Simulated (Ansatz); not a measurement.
# Cu12CO: the cost of one run

Computed with Ansatz 0.2.0 (DFT PBE, scalar-relativistic, plane waves, PAW, unless a step's input says otherwise).

12 further runs of the same task are left out: 12 set aside as unsound or not needed.

## (1) The structure to begin with

Symmetry: Fm-3m, No. 225, cubic system. The conventional cell has a = 3.629 Å, b = 3.629 Å, c = 3.629 Å, α = 90.00°, β = 90.00°, γ = 90.00°. Around Cu (site symmetry m-3m) lie 12 Cu at 2.57 Å.

Structure file:

```
Cu
1.0
     0.00000    1.81442    1.81442
     1.81442    0.00000    1.81442
     1.81442    1.81442    0.00000
Cu
1
Direct
  0.00000 0.00000 0.00000
```

This cell was relaxed beforehand with the same method: volume 11.95 Å³/atom, gap on the mesh none (metal).

## (4) Plan of the scan

Atoms count from 1 in the order of the input.

CO stands on one site of a rigid substrate at a fixed height and bond length while its axis is turned; the height is held at 1.69 Å.

The axes are (1) tilt of the C13-O14 axis from the surface normal: 7 values from 0 to 90 °; (2) azimuth of the C13-O14 axis from a direction equivalent to the long diagonal of the hexagonal surface cell: 12 values from 0 to 330 °, periodic.

Nothing else is relaxed. Points are written as (first, second).

(The set-up runs are not shown.)

## (5) Point (90°, 120°)

input.yaml reads:

```yaml
crystal:
  lattice:
    - [5.1319544646, 0.0, 0.0]
    - [-2.5659772323, 4.4444029374, 0.0]
    - [0.0, 0.0, 22.1215701967]
  atoms:
    - { symbol: Cu, position: [0.3333333333, 0.1666666667, 0.1808189909] }
    - { symbol: Cu, position: [0.3333333333, 0.6666666667, 0.1808189909] }
    - { symbol: Cu, position: [0.8333333333, 0.1666666667, 0.1808189909] }
    - { symbol: Cu, position: [0.8333333333, 0.6666666667, 0.1808189909] }
    - { symbol: Cu, position: [0.1666666667, 0.3333333333, 0.2739718312] }
    - { symbol: Cu, position: [0.1666666667, 0.8333333333, 0.2739718312] }
    - { symbol: Cu, position: [0.6666666667, 0.3333333333, 0.2739718312] }
    - { symbol: Cu, position: [0.6666666667, 0.8333333333, 0.2739718312] }
    - { symbol: Cu, position: [0.0, 0.0, 0.3671335319] }
    - { symbol: Cu, position: [0.0, 0.5, 0.3671335319] }
    - { symbol: Cu, position: [0.5, 0.0, 0.3671335319] }
    - { symbol: Cu, position: [0.5, 0.5, 0.3671335319] }
    - { symbol: C, position: [0.25, 0.5, 0.4435295555] }
    - { symbol: O, position: [-0.0110024375, 0.3694987812, 0.4435295555] }
basis:
  ecutwfc: 420
kpoints:
  mp_grid: { grid: [6, 6, 1] }
hamiltonian:
  xc: pbe
  pseudopotentials: { kind: paw, azcp: { folder: soft_1 } }
scf:
  occupations: { method: gaussian, width: 0.1 }
output:
  forces: true
  eigenvalues: true
efield:
  axis: 3
  dipole_correction: true
  ramp_width: 0.04
```

On the command line:

```bash
ansatz run input.yaml --threads 4 --pin off --max-ram 12288MiB --backend cpu --events-out ev --progress --plain --runs-dir out
```

**Question.** How long does this run take on 4 threads of Arm Neoverse N1, shared host, and how much memory does it need?

About 94 s, with a peak of 2.1 GiB.
